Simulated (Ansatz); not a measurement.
# WS2: the cost of one run

All numbers are computed with Ansatz 0.2.0, driven from Python. Level of theory: DFT LDA, plane waves, PAW.

## Step 1: Starting point

It takes space group P-3m1 (No. 164, trigonal). Conventional cell: a = 3.183 Å, b = 3.183 Å, c = 23.669 Å, α = 90.00°, β = 90.00°, γ = 120.00°. Around W (site symmetry 3m) lie 6 S at 2.41 Å. S (site symmetry 3m) is surrounded by 3 W at 2.41 Å.

No structure file is read: the coordinates are typed or built in the script.

## Step 2: The code

The input, ws2.py:

```python
"""Convergence of WS2 with the k-point mesh."""

from dataclasses import dataclass
import warnings

import ansatz
import numpy as np
import pandas as pd


@dataclass(frozen=True)
class Settings:
    smearing_width: float = 0.1
    mixing_beta: float = 0.6


cfg = Settings()

warnings.simplefilter("ignore", ansatz.DeckWarning)

vectors = np.array([
    [3.18320856, 0.0, 0.0],
    [-1.59160428, 2.75673948, 0.0],
    [0.0, 0.0, 23.66876325],
])
system = (
    ansatz.Lattice.of(vectors)
    .atom("W", (1 / 3, 2 / 3, 0.63731754))
    .atom("W", (2 / 3, 1 / 3, 0.36268246))
    .atom("S", (1 / 3, 2 / 3, 0.29681611))
    .atom("S", (2 / 3, 1 / 3, 0.57144183))
    .atom("S", (1 / 3, 2 / 3, 0.42855817))
    .atom("S", (2 / 3, 1 / 3, 0.70318389))
)

setup = (
    system.calculation()
    .functional(ansatz.Functional.LDA)
    .basis(31 * ansatz.Ry)
    .occupations(ansatz.OccupationsMethod.FERMI_DIRAC, width=cfg.smearing_width)
    .mixing("anderson", ndim=8, beta=cfg.mixing_beta)
)

rows = []
for value in [(3, 3, 1), (4, 4, 1), (5, 5, 1), (6, 6, 1), (8, 8, 1), (10, 10, 2)]:
    summary = setup.kpoints(*value).run().report
    rows.append((value, summary["free_energy_ev"] / len(summary["lattice"]["sites"]), summary["n_iterations"], summary["n_kpoints"]))

table = pd.DataFrame(rows, columns=["mesh", "F/atom (eV)", "iterations", "k-points"])
print(table.round(5).to_string(index=False))

# differences from the last row
for row in rows[:-1]:
    shift = 1000 * (row[1] - rows[-1][1])
    print(f"{row[0]}: {shift:+.2f} meV/atom" + ("  (within 1 meV)" if abs(shift) < 1 else ""))
```

## Step 3: What the engine is handed

The engine receives this input (first run):

```yaml
crystal:
  lattice:
    - [3.18320856, 0.0, 0.0]
    - [-1.59160428, 2.75673948, 0.0]
    - [0.0, 0.0, 23.66876325]
  atoms:
    - { symbol: W, position: [0.3333333333333333, 0.6666666666666666, 0.63731754] }
    - { symbol: W, position: [0.6666666666666666, 0.3333333333333333, 0.36268246] }
    - { symbol: S, position: [0.3333333333333333, 0.6666666666666666, 0.29681611] }
    - { symbol: S, position: [0.6666666666666666, 0.3333333333333333, 0.57144183] }
    - { symbol: S, position: [0.3333333333333333, 0.6666666666666666, 0.42855817] }
    - { symbol: S, position: [0.6666666666666666, 0.3333333333333333, 0.70318389] }
basis:
  ecutwfc: 421.77648681281397
kpoints:
  mp_grid:
    grid: [3, 3, 1]
hamiltonian:
  xc: lda
scf:
  mixing:
    algorithm: anderson
    beta: 0.6
    ndim: 8
  occupations:
    method: fermi_dirac
    width: 0.1
```

## Step 4: Running it

The run is started by

```
python ws2.py
```

Q: Estimate wall time and peak memory on 1 thread of Arm Neoverse V2, shared host.

About 19 s, with a peak of 0.55 GiB.
